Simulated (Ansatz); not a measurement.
# UBCCD(T)/STO-3G run of InH2O (SMILES [OH][InH])

What is the vertical doublet–quartet gap of InH2O at UBCCD(T)/STO-3G? 

The results are computed with Ansatz 0.2.0.

46 further runs of the same task are left out: 8 that didn't finish, 38 set aside as unsound or not needed.

**1. The system as given**

InH2O: 4 atoms, total charge 0, spin state doublet. As SMILES, `[OH][InH]`. The coordinates come from a PBE0-D4/def2-TZVP relaxation.

Bond lengths: O1–In2 2.003 Å, O1–H3 0.960 Å, In2–H4 1.767 Å. Angles: O1–In2–H4 113.8°, In2–O1–H3 115.0°.

**2. The energy at UBCCD(T)/STO-3G**

job.yaml reads:

```yaml
crystal:
  periodic: [false, false, false]
  atoms:
    - symbol: O
      position_ang: [-0.298400, -1.020600, 0.295000]
    - symbol: In
      position_ang: [0.563900, 0.746600, -0.088500]
    - symbol: H
      position_ang: [0.236800, -1.629400, 0.809100]
    - symbol: H
      position_ang: [-0.446700, 1.843000, -1.036000]
basis:
  gaussian:
    orbitals: STO-3G
magnetization:
  spin_polarized: true
  initial_magnetization: 1
correlation:
  method: bccd_t
  frozen_orbitals: {H: 0, In: 18, O: 1}
accuracy: high
scf:
  omitted_lower_state_checks: [cluster_reference, increment]
```

Run with:

```console
ansatz run job.yaml --threads 1 --pin off --max-ram 2610MiB --events-out events.jsonl --progress --plain --runs-dir runs
```

Log, shortened:

```text
Warning: RAYON_NUM_THREADS=1 ignored (pool sized by the plan → 1); use --threads N
Functional definition: HF
  name "HF"
[...]
617 factors; integrals over basis functions are off by at most 3.9e-9 eV
[...]
mean field -156678.37160937 eV, -5757.8239562297 hartree, gradient 2.7e-8 eV, S^2 0.758410; 2 other end points of the search recorded, 0 dependent functions left out
19 core orbitals not correlated: weight in the atoms' cores, before any rotation towards them, 1.000 or more for the frozen orbitals, at most 0.000 for the correlated occupied ones
reference -156678.37160937 eV, -5757.8239562297 hartree; 11, 10 occupied and 4, 5 virtual orbitals, 617 factors
second order -1.71726157 eV of doubles, -0.00000000 eV of singles
cycle   1  -1.94448607 eV  change   -2.3e-1 eV  update   1.1e-1
[...]
cycle  28  -2.21527753 eV  change   3.4e-11 eV  update   1.1e-9
perturbative correction -0.18529219 eV, -0.0068093626 hartree
Total energy: -156680.77217910 eV, -5757.9121755401 hartree
Checks for a lower state left out: cluster_reference, increment
```

Wall time 1.1 s (1 thread of Arm Neoverse V2, shared host); peak memory 0.11 GiB.

**3. The quartet, same level**

Edit job.yaml of step 2 so:

```diff
@@ -1 +1,4 @@
+basis:
+  gaussian:
+    orbitals: STO-3G
 crystal:
@@ -11,8 +14,5 @@
       position_ang: [-0.446700, 1.843000, -1.036000]
-basis:
-  gaussian:
-    orbitals: STO-3G
 magnetization:
   spin_polarized: true
-  initial_magnetization: 1
+  initial_magnetization: 3
 correlation:
```

Run with:

```console
ansatz run job.yaml --threads 1 --pin off --max-ram 2610MiB --events-out events.jsonl --progress --plain --runs-dir runs
```

Log, shortened:

```text
Warning: RAYON_NUM_THREADS=1 ignored (pool sized by the plan → 1); use --threads N
[... 2 set-up lines as earlier in the session ...]
[...]
617 factors; integrals over basis functions are off by at most 3.9e-9 eV
[...]
mean field -156675.00166103 eV, -5757.7001129124 hartree, gradient 2.3e-8 eV, S^2 3.755499; 3 other end points of the search recorded, 0 dependent functions left out
19 core orbitals not correlated: weight in the atoms' cores, before any rotation towards them, 1.000 or more for the frozen orbitals, at most 0.000 for the correlated occupied ones
reference -156675.00166103 eV, -5757.7001129124 hartree; 12, 9 occupied and 3, 6 virtual orbitals, 617 factors
second order -0.93417124 eV of doubles, -0.00000000 eV of singles
cycle   1  -1.21393913 eV  change   -2.8e-1 eV  update   4.9e-2
[...]
cycle  34  -1.40996431 eV  change  -7.2e-10 eV  update   2.6e-9
perturbative correction -0.01373826 eV, -0.0005048718 hartree
Total energy: -156676.42536360 eV, -5757.7524330168 hartree
Checks for a lower state left out: cluster_reference, increment
```

Run time: 1.1 s. Hardware: 1 thread of Arm Neoverse V2, shared host; peak memory 0.11 GiB.

**4. Results**

Level: UBCCD(T)/STO-3G, 19 core orbitals frozen.

```
                                             quantity           value
                                doublet: total energy  -5757.91218 Eh
doublet: correlation energy (19 core orbitals frozen)       -88.2 mEh
                              doublet: (T) correction       -6.81 mEh
           doublet: ⟨S²⟩ of the reference determinant           0.758
                                quartet: total energy  -5757.75243 Eh
quartet: correlation energy (19 core orbitals frozen)       -52.3 mEh
                              quartet: (T) correction       -0.50 mEh
           quartet: ⟨S²⟩ of the reference determinant           3.755
     vertical energy of the quartet above the doublet        4.347 eV
```

**Reading.** At this shape the quartet lies 4.35 eV (419 kJ/mol) above the doublet. In a minimal basis such a difference can be off by several eV, whatever the method. The triples (doublet) make up 7.7 % of the correlation energy. Relativity is left out (doublet) although the molecule holds a heavy atom. The triples (quartet) make up 1.0 % of the correlation energy. Relativity is left out (quartet) although the molecule holds a heavy atom.
